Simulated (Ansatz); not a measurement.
# HfIr3 (AuCu3 type): equation of state and elastic constants

An exercise on one series of results from a longer session: the logs are not shown, and one member is left open.

Method: DFT PBEsol, scalar-relativistic, plane waves, PAW, in Ansatz 0.2.0.

**The system as given**

Symmetry: Pm-3m, No. 221, cubic system. Conventional cell: a = 3.924 Å, b = 3.924 Å, c = 3.924 Å, α = 90.00°, β = 90.00°, γ = 90.00°. Hf (site symmetry m-3m) has 12 Ir at 2.77 Å as nearest neighbours. Around Ir (site symmetry 4/mmm) lie 4 Hf at 2.77 Å and 8 Ir at 2.77 Å.

Coordinates:

```
CELL_PARAMETERS angstrom
3.92392 0.00000 0.00000
0.00000 3.92392 0.00000
0.00000 0.00000 3.92392
ATOMIC_POSITIONS crystal
Hf 0.00000 0.00000 0.00000
Ir 0.00000 0.50000 0.50000
Ir 0.50000 0.50000 0.00000
Ir 0.50000 0.00000 0.50000
```

This cell comes from an earlier session at PBEsol: 15.104 Å³/atom at 0.00 GPa, on a 8×8×8 mesh.

Volume factors to run: 0.980, 1.020, 0.960, 1.040.

The first run:

The input, input.yaml:

```yaml
crystal:
  lattice:
    - [3.8975825876, 0.0, 0.0]
    - [0.0, 3.8975825876, 0.0]
    - [0.0, 0.0, 3.8975825876]
  atoms:
    - { symbol: Hf, position: [0.0, 0.0, 0.0] }
    - { symbol: Ir, position: [0.0, 0.5, 0.5] }
    - { symbol: Ir, position: [0.5, 0.5, 0.0] }
    - { symbol: Ir, position: [0.5, 0.0, 0.5] }
basis:
  ecutwfc: 420
  ecutrho_ratio: 4
kpoints:
  mp_grid: { grid: [8, 8, 8] }
hamiltonian:
  xc: pbesol
scf:
  occupations: { method: gaussian, width: 0.05 }
output:
  forces: true
  stress: true
  eigenvalues: true
```

Steps of the session up to this table: Scaling the volume by 0.980; Volume × 1.020; At 0.960 of the relaxed volume; Scaling the volume by 1.040.

One of the session's tables, all rows but one given; the rest of the session is left out.

It belongs to the step «The fit». 

```
volume (Å³/atom)  energy (meV/atom)  pressure (GPa)
          14.500              24.92           13.75
          14.802                  ?               ?
          15.104               0.00            0.00
          15.406               5.58           -5.79
          15.708              21.46          -10.95
```

Estimate the missing values for volume (Å³/atom) = 14.802.

Worked estimate for «energy (meV/atom)». A straight line through the neighbours (14.500, 24.92) and (15.104, 0.00) gives 24.92 + (0.00 − 24.92) × (14.802 − 14.500) / (15.104 − 14.500) = 12.46; a parabola fitted to 3 rows on both sides gives 6.45.

**Answer.** energy (meV/atom): 5.98; pressure (GPa): 6.48. In «energy (meV/atom)» the line misses by +6.48 and the parabola by +0.47.
